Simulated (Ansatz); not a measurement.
**BH5OSSi: one species, many methods**

An exercise on one series of results from a longer session: the logs are not shown, and one member is left open.

The runs use Ansatz 0.2.0, Gaussian basis; functionals in def2-TZVPP, the program's frozen cores in correlated methods.

Plan: LDA (SPW92), PBE-D4, revPBE-D4, BLYP-D4, r2SCAN-D4, B97M-V, PBE0-D4, B3LYP-D4, r2SCANh-D4, r2SCAN0-D4, HSE06-D4, BHLYP-D4, CAM-B3LYP-D4, LC-ωPBE, ωB97X-V, ωB97M-V, B2PLYP, PBE-QIDH; CCSD(T)/def2-SVP; CCSD(T)/def2-TZVPP; MP2/def2-QZVPP; extrapolation to the limit; RPA on PBE.

## The relaxed structure

An earlier PBE0-D4 in a triple-zeta def2 set relaxation fixed the geometry.

SMILES `[SiH3]OBS`, 9 atoms, charge 0, spin multiplicity 1.

Atoms are counted from 1 here; the program's logs count them from 0.

Bond lengths: Si1–O2 1.646 Å, Si1–H5 1.481 Å, Si1–H6 1.488 Å, Si1–H7 1.481 Å, O2–B3 1.348 Å, B3–S4 1.807 Å, B3–H8 1.196 Å, S4–H9 1.345 Å. Angles: O2–Si1–H5 108.1°, O2–Si1–H6 111.3°, O2–Si1–H7 107.9°, H5–Si1–H6 109.5°, H5–Si1–H7 110.6°, H6–Si1–H7 109.5°, Si1–O2–B3 142.0°, O2–B3–S4 125.7°, O2–B3–H8 119.3°, S4–B3–H8 115.0°, B3–S4–H9 98.4°.

The first run:

in.yaml reads:

```yaml
crystal:
  periodic: [false, false, false]
  atoms:
    - {symbol: Si, position_ang: [-1.069060, 0.757028, 0.432826]}
    - {symbol: O, position_ang: [-0.404234, -0.733647, 0.218212]}
    - {symbol: B, position_ang: [0.707978, -1.344578, -0.237275]}
    - {symbol: S, position_ang: [2.161390, -0.516522, -0.921117]}
    - {symbol: H, position_ang: [-1.264077, 0.969436, 1.885611]}
    - {symbol: H, position_ang: [-0.187224, 1.824744, -0.110461]}
    - {symbol: H, position_ang: [-2.368932, 0.781441, -0.275996]}
    - {symbol: H, position_ang: [0.775696, -2.538427, -0.201948]}
    - {symbol: H, position_ang: [1.736663, 0.754324, -0.806950]}
basis:
  gaussian: {orbitals: def2-TZVPP}
hamiltonian: {xc: lda}
output: {orbitals: {seedname: orbitals}}
```

Steps of the session up to this table: LDA; PBE-D4 (GGA); revPBE-D4 (GGA); BLYP-D4 (GGA); r2SCAN-D4 (meta-GGA); B97M-V (meta-GGA); PBE0-D4 (hybrid); B3LYP-D4 (hybrid); r2SCANh-D4 (hybrid); r2SCAN0-D4 (hybrid); HSE06-D4 (hybrid); BHLYP-D4 (hybrid); CAM-B3LYP-D4 (range-separated); LC-ωPBE-D4 (range-separated; the results give it without D4); ωB97X-V (range-separated); ωB97M-V (range-separated); B2PLYP (double hybrid); PBE-QIDH (double hybrid).

One of the session's tables, all rows but one given; the rest of the session is left out.

It belongs to the step «Frontier levels by functional». 

| functional | HOMO (eV) | gap (eV) |
| --- | --- | --- |
| LDA (SPW92) | -6.84 | 5.30 |
| PBE-D4 | -6.70 | 5.42 |
| revPBE-D4 | -6.65 | 5.46 |
| BLYP-D4 | -6.52 | 5.40 |
| r2SCAN-D4 | -6.99 | 6.05 |
| B97M-V | -7.08 | 6.11 |
| PBE0-D4 | -7.91 | 7.60 |
| B3LYP-D4 | -7.65 | 7.14 |
| r2SCANh-D4 | -7.43 | 6.83 |
| r2SCAN0-D4 | -8.10 | 8.00 |
| HSE06-D4 | ? | ? |
| BHLYP-D4 | -8.96 | 9.72 |
| CAM-B3LYP-D4 | -9.22 | 10.02 |
| LC-ωPBE | -10.63 | 12.58 |
| ωB97X-V | -10.26 | 12.14 |
| ωB97M-V | -10.10 | 11.75 |

**Question.** Estimate the row for HSE06-D4.

The run gave: HOMO (eV): -7.51; gap (eV): 6.81. In the column «HOMO (eV)» it lies between B3LYP-D4 (-7.65) and r2SCANh-D4 (-7.43).
